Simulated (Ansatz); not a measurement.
# WSe2: the cost of one run

Program: Ansatz 0.2.0. Level of theory: DFT LDA, scalar-relativistic, plane waves, PAW. These are calculated values, not measurements.

2 further runs of the same task are left out: 1 that didn't finish, 1 set aside as unsound or not needed.

### 1 The system as given

It takes space group P-6m2 (No. 187, hexagonal). The conventional cell has a = 3.318 Å, b = 3.318 Å, c = 16.658 Å, α = 90.00°, β = 90.00°, γ = 120.00°. W (site symmetry -6m2) has 6 Se at 2.54 Å as nearest neighbours. Se (site symmetry 3m) is surrounded by 3 W at 2.54 Å.

As a file:

```
CELL_PARAMETERS angstrom
3.31794 0.00000 0.00000
-1.65897 2.87342 0.00000
0.00000 0.00000 16.65814
ATOMIC_POSITIONS crystal
W 0.00000 0.00000 0.00000
Se 0.33333 0.66667 0.09979
Se 0.33333 0.66667 0.90021
```

The structure comes from the Materials Project (structure only).

### 2 Quick check of gap, pressure and forces

Input file input.yaml:

```yaml
crystal:
  lattice:
    - [3.3179375931, 0.0, 0.0]
    - [-1.6589687966, 2.8734182438, 0.0]
    - [0.0, 0.0, 16.65814242]
  atoms:
    - { symbol: W, position: [0.0, 0.0, 0.0] }
    - { symbol: Se, position: [0.33333333, 0.66666667, 0.09978652] }
    - { symbol: Se, position: [0.33333333, 0.66666667, 0.90021348] }
basis:
  ecutwfc: 420
kpoints:
  mp_grid: { grid: [6, 6, 1] }
hamiltonian:
  xc: lda
scf:
  occupations: { method: gaussian, width: 0.1 }
output:
  forces: true
  stress: true
  eigenvalues: true
```

Run with:

```bash
> ansatz run input.yaml --threads 1 --pin off --max-ram 1228MiB --backend cpu --events-out ev --progress --plain --runs-dir out
```

Q: Estimate wall time and peak memory on 1 thread of an Arm CPU, shared host.

About 2.9 s, with a peak of 0.32 GiB.
